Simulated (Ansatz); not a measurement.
**InSiH3ClO (SMILES [SiH3][O][In][Cl]): U-revPBE/def2-SVP (core potential)**

Aim: the vertical ionisation energy of InSiH3ClO at U-revPBE/def2-SVP (core potential), from 2 runs. 

The calculation is run with Ansatz 0.2.0.

113 further runs of the same task are left out: 113 set aside as unsound or not needed.

### 1 The structure to begin with

InSiH3ClO: 7 atoms, total charge 0, spin state doublet. SMILES: `[SiH3][O][In][Cl]`. Geometry: relaxed at PBE0-D4/def2-TZVP. This is one conformer, not always the lowest.

Bond lengths: Si1–O2 1.634 Å, O2–In3 1.993 Å, In3–Cl4 2.351 Å, Si1–H5 1.491 Å, Si1–H6 1.486 Å, Si1–H7 1.491 Å. Angles: Si1–O2–In3 137.3°, O2–In3–Cl4 115.6°, O2–Si1–H5 111.6°, O2–Si1–H6 108.5°, O2–Si1–H7 111.6°, H5–Si1–H6 108.8°, H5–Si1–H7 107.5°, H6–Si1–H7 108.8°.

### 2 A single-point energy at U-revPBE/def2-SVP (core potential)

The input, input.yaml:

```yaml
crystal:
  periodic: [false, false, false]
  atoms:
    - symbol: Si
      position_ang: [0.016600, 1.144600, 0.460800]
    - symbol: O
      position_ang: [0.203700, -0.441600, 0.114500]
    - symbol: In
      position_ang: [-0.437600, -1.723300, -1.270600]
    - symbol: Cl
      position_ang: [0.330700, -3.933200, -1.041200]
    - symbol: H
      position_ang: [0.496200, 2.009500, -0.655300]
    - symbol: H
      position_ang: [0.803700, 1.457800, 1.681900]
    - symbol: H
      position_ang: [-1.413400, 1.486100, 0.709900]
basis:
  gaussian:
    orbitals: def2-SVP
magnetization:
  spin_polarized: true
  initial_magnetization: 1
output: {orbitals: {seedname: orbitals}}
hamiltonian:
  xc: {name: revPBE}
accuracy: high
```

Launch:

```
ansatz run input.yaml --threads 1 --pin off --max-ram 3480MiB --events-out events.jsonl --progress --plain --runs-dir runs
```

What it wrote:

```text
Warning: RAYON_NUM_THREADS=1 ignored (pool sized by the plan → 1); use --threads N
Functional definition: revPBE
  name "revPBE"
  parameter kappa = 1.245
  parameter beta = 0.06672455060314922
  exchange = pbe_x(kappa = kappa, mu = beta*pi^2/3)
  correlation = pbe_c(beta = beta)
2009 factors; integrals over basis functions are off by at most 8.1e-9 eV
mean field evaluation 1: about -27652.4337 eV, gradient 4.4e1 eV
mean field evaluation 2: about -27509.5841 eV, gradient 1.4e2 eV
mean field evaluation 4: about -27658.4559 eV, gradient 1.8e1 eV
mean field evaluation 8: about -27660.5592 eV, gradient 2.2e-1 eV
mean field evaluation 16: about -27660.5595 eV, gradient 5.3e-5 eV
mean field -27660.55952799 eV, -1016.5068136531 hartree, gradient 6.6e-8 eV, S^2 0.752169; 0 other end points of the search recorded, 0 dependent functions left out
reference -27660.55953301 eV, -1016.5068138374 hartree; 32, 31 occupied and 59, 60 virtual orbitals, 2009 factors
Total energy: -27660.55953301 eV, -1016.5068138374 hartree
```

Run time: 13 s. Hardware: 1 thread of Arm Neoverse V2, shared host; peak memory 0.31 GiB.

### 3 The singlet cation, same level

The input, molecule.yaml:

```yaml
crystal:
  periodic: [false, false, false]
  atoms:
    - {symbol: Si, position_ang: [0.016600, 1.144600, 0.460800]}
    - {symbol: O, position_ang: [0.203700, -0.441600, 0.114500]}
    - {symbol: In, position_ang: [-0.437600, -1.723300, -1.270600]}
    - {symbol: Cl, position_ang: [0.330700, -3.933200, -1.041200]}
    - {symbol: H, position_ang: [0.496200, 2.009500, -0.655300]}
    - {symbol: H, position_ang: [0.803700, 1.457800, 1.681900]}
    - {symbol: H, position_ang: [-1.413400, 1.486100, 0.709900]}
basis:
  gaussian:
    orbitals: def2-SVP
total_charge: 1
hamiltonian:
  xc: {name: revPBE}
accuracy: high
output: {orbitals: {seedname: orbitals}}
```

Launch:

```
ansatz run molecule.yaml --threads 1 --pin off --max-ram 3480MiB --events-out events.jsonl --progress --plain --runs-dir runs
```

What it wrote (excerpt; [...] marks lines left out):

```text
Warning: RAYON_NUM_THREADS=1 ignored (pool sized by the plan → 1); use --threads N
[... 6 set-up lines as earlier in the session ...]
2005 factors; integrals over basis functions are off by at most 8.1e-9 eV
mean field evaluation 1: about -27632.5754 eV, gradient 9.2e1 eV
mean field evaluation 2: about -27430.8355 eV, gradient 2.1e2 eV
mean field evaluation 4: about -27645.1240 eV, gradient 4.3e1 eV
mean field evaluation 8: about -27651.9395 eV, gradient 2.0e0 eV
mean field evaluation 16: about -27651.9595 eV, gradient 1.4e-3 eV
mean field -27651.95951208 eV, -1016.1907688975 hartree, gradient 3.7e-8 eV, S^2 0.000000; 0 other end points of the search recorded, 0 dependent functions left out
reference -27651.95951733 eV, -1016.1907690904 hartree; 31, 31 occupied and 60, 60 virtual orbitals, 2005 factors
Total energy: -27651.95951733 eV, -1016.1907690904 hartree
```

Run time: 7.5 s. Hardware: 1 thread of Arm Neoverse V2, shared host; peak memory 0.24 GiB.

### 4 What came out

Level: U-revPBE/def2-SVP (core potential).

| quantity | value |
| --- | --- |
| doublet InSiH3ClO: total energy | -1016.50681 Eh |
| doublet InSiH3ClO: HOMO energy (highest over α and β) | -5.79 eV |
| doublet InSiH3ClO: LUMO energy (lowest over α and β) | -4.92 eV |
| doublet InSiH3ClO: ⟨S²⟩ | 0.752 |
| singlet cation: total energy | -1016.19077 Eh |
| singlet cation: HOMO energy | -11.94 eV |
| singlet cation: LUMO energy | -11.33 eV |
| singlet cation: HOMO–LUMO gap | 0.60 eV |
| vertical ionisation energy (to the singlet cation) | 8.600 eV |

What this shows: The vertical ionisation energy comes to 8.60 eV (198 kcal/mol). Only the singlet of the ionised species was computed; a triplet could lie lower.
